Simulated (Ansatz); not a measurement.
# Bi (hcp type): how the settings move a single-point run

How sensitive is a single-point run of Bi (hcp type) to its settings? A reference run comes first, then one run with altered input.

Program: Ansatz 0.2.0. Level of theory: reference: DFT, PBEsol, all-electron PAW with datasets made for the crystal, scalar-relativistic. These are calculated values, not measurements.

1 further run of the same task is left out (it didn't finish). Runs told in other sessions of the task aren't counted.

## (1) The system as given

The structure is hexagonal, space group P6_3/mmc (No. 194). Conventional cell: a = 2.661 Å, b = 2.661 Å, c = 4.228 Å, α = 90.00°, β = 90.00°, γ = 120.00°. Around Bi (site symmetry -6m2) lie 12 Bi at 2.61 to 2.66 Å.

Coordinates:

```cif
data_structure
_symmetry_space_group_name_H-M 'P6_3/mmc'
_symmetry_Int_Tables_number 194
_cell_length_a 2.6613
_cell_length_b 2.6613
_cell_length_c 4.2277
_cell_angle_alpha 90.000
_cell_angle_beta 90.000
_cell_angle_gamma 120.000
_cell_volume 25.93
loop_
_atom_site_label
_atom_site_type_symbol
_atom_site_symmetry_multiplicity
_atom_site_Wyckoff_symbol
_atom_site_fract_x
_atom_site_fract_y
_atom_site_fract_z
_atom_site_occupancy
Bi1 Bi 2 c 0.33333 0.66667 0.25000 1
```

## (2) The reference run

File input.yaml:

```yaml
crystal:
  lattice:
    - [2.6613062689, 0.0, 0.0]
    - [-1.3306531344, 2.3047588361, 0.0]
    - [0.0, 0.0, 4.2276548307]
  atoms:
    - { symbol: Bi, position: [0.3333333333, 0.6666666667, 0.25] }
    - { symbol: Bi, position: [0.6666666667, 0.3333333333, 0.75] }
kpoints:
  mp_grid: { grid: [12, 12, 7] }
scf:
  occupations: { method: fermi_dirac, width: 0.1 }
hamiltonian:
  xc: pbesol
  pseudopotentials: { kind: all_electron, datasets: crystal }
output:
  forces: true
  stress: true
  eigenvalues: true
```

Command:

```sh
> ansatz run input.yaml --threads 1 --pin off --max-ram 2048MiB --backend cpu --events-out ev --progress --plain --runs-dir out
```

## (3) Changing settings: symmetry.detect false, mp_grid.grid [4, 4, 2], xc_grid 3

Edit input.yaml of step 2 so:

```diff
@@ -8,4 +8,5 @@
     - { symbol: Bi, position: [0.6666666667, 0.3333333333, 0.75] }
+  symmetry: { detect: false }
 kpoints:
-  mp_grid: { grid: [12, 12, 7] }
+  mp_grid: { grid: [4, 4, 2] }
 scf:
@@ -19 +20,3 @@
   eigenvalues: true
+basis:
+  xc_grid: 3
```

Q: Predict the outcome of this session. Wanted: for each run, ending; energy change; pressure; gap; force.

The runs gave:

| run | ending | energy change | pressure (GPa) | gap (eV) | force (eV/Å) | cycles | time |
| --- | --- | --- | --- | --- | --- | --- | --- |
| reference | converged | 0 | 364.3 | 0.00 | 0.00 | 8 | 18 s |
| 1: symmetry.detect false, mp_grid.grid [4, 4, 2], xc_grid 3 | converged | -64.5 meV/atom | 366.9 | 0.00 | 0.00 | 7 | 15 s |

Residual by cycle in the longest SCF loop of each run; runs are numbered as in the table. The quantity is the density residual dr2, in eV.

```csv
cycle,reference,run 1
1,0.222,0.202
2,0.124,0.033
3,0.00233,0.00183
4,6.3e-4,1.3e-5
5,5.9e-5,1.4e-5
6,9.3e-6,4.0e-7
7,8.7e-8,2.2e-8
8,4.5e-9,-
```

**Reading.** Changing the use of symmetry, k-point mesh and numerical grids moves the energy by -64.5 meV/atom, and the pressure goes from 364.3 to 366.9 GPa. The mesh and an integration grid changed together, so this run can't say which moved the energy. The structure is not at rest: the sound run finds 364 GPa, so these are no properties of the relaxed crystal. 
